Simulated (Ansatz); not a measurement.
I need a rigid scan of one bond length of BFH₂S₂, SMILES FB(S)S. Use Ansatz's Python interface. Use (for the species named): MP2, cc-pVDZ basis, multiplicity 1.

```yaml
atoms:
  - { symbol: F, position_ang: [-0.5857, -1.0438, 1.4252] }
  - { symbol: B, position_ang: [-0.1461, -0.2226, 0.3004] }
  - { symbol: S, position_ang: [1.6015, 0.4003, 0.2845] }
  - { symbol: S, position_ang: [-1.2041, 0.1879, -1.1485] }
  - { symbol: H, position_ang: [2.0924, -0.7711, -0.3677] }
  - { symbol: H, position_ang: [-1.7159, 1.3852, -0.5400] }
```

Script `bfh2s2.py`:
```python
"""Stretching a bond of BFH2S2, the rest held rigid."""

import logging
import sys

import ansatz as az
import numpy as np

logging.basicConfig(stream=sys.stdout, format="[%(levelname)s] %(message)s")
log = logging.getLogger("bfh2s2")
log.setLevel(logging.INFO)

BASIS = "cc-pVDZ"
METHOD = "mp2"

system = (
    az.Crystal.molecule()
    .atom("F", [-0.5857, -1.0438, 1.4252])
    .atom("B", [-0.1461, -0.2226, 0.3004])
    .atom("S", [1.6015, 0.4003, 0.2845])
    .atom("S", [-1.2041, 0.1879, -1.1485])
    .atom("H", [2.0924, -0.7711, -0.3677])
    .atom("H", [-1.7159, 1.3852, -0.54])
)

symbols = [site.symbol for site in system.cartesian_sites]
start = np.array([site.position_ang for site in system.cartesian_sites])
axis = (start[5] - start[3]) / np.linalg.norm(start[5] - start[3])
moving = [5]
lengths, energies = [1.265, 1.322, 1.38, 1.437, 1.495, 1.552, 1.61, 1.696], []
for length in lengths:
    xyz = start.copy()
    xyz[moving] += (length - np.linalg.norm(start[5] - start[3])) * axis
    point = az.Crystal.molecule()
    for symbol, place in zip(symbols, xyz):
        point = point.atom(symbol, place.tolist())
    base = (
        point.calculation()
        .basis(gaussian=BASIS)
        .correlation(METHOD)
    )
    r = base.run().report
    energies.append(r["free_energy_ev"])
    log.info(f"r = {length:6.3f} A  E = {energies[-1]:.5f} eV  <S^2> = {abs(r['mean_field']['state']['spin_squared']):.3f}")

# quartic fit about the minimum
fit = np.polynomial.Polynomial.fit(lengths, np.array(energies) - min(energies), 4).convert()
roots = [r.real for r in fit.deriv().roots() if abs(r.imag) < 1e-9 and fit.deriv(2)(r.real) > 0]
r_e = min(roots, key=lambda r: abs(r - lengths[int(np.argmin(energies))]))
log.info(f"minimum of the fit at {r_e:.4f} A, force constant {fit.deriv(2)(r_e):.2f} eV/A^2")
```

```console
$ python bfh2s2.py
[INFO] r =  1.265 A  E = -25060.51691 eV  <S^2> = 0.000
[INFO] r =  1.322 A  E = -25060.62326 eV  <S^2> = 0.000
[INFO] r =  1.380 A  E = -25060.62482 eV  <S^2> = 0.000
[INFO] r =  1.437 A  E = -25060.54828 eV  <S^2> = 0.000
[INFO] r =  1.495 A  E = -25060.41213 eV  <S^2> = 0.000
[INFO] r =  1.552 A  E = -25060.23709 eV  <S^2> = 0.000
[INFO] r =  1.610 A  E = -25060.02971 eV  <S^2> = 0.000
[INFO] r =  1.696 A  E = -25059.68839 eV  <S^2> = 0.000
[INFO] minimum of the fit at 1.3517 A, force constant 27.47 eV/A^2
```

Caveats:
- Total energies depend on the basis set; only differences at equal settings carry meaning.
- The rest of the molecule is held rigid at a force-field or estimated start geometry, and the basis set is modest; single-reference methods fail as a bond breaks.
- The orbitals are restricted, so S² is zero by construction.
- S² is that of the Hartree-Fock reference.
- Run time: 8 s on 1 thread of Intel(R) Xeon(R) Processor @ 2.30GHz (shared host), peak memory 0.23 GiB.
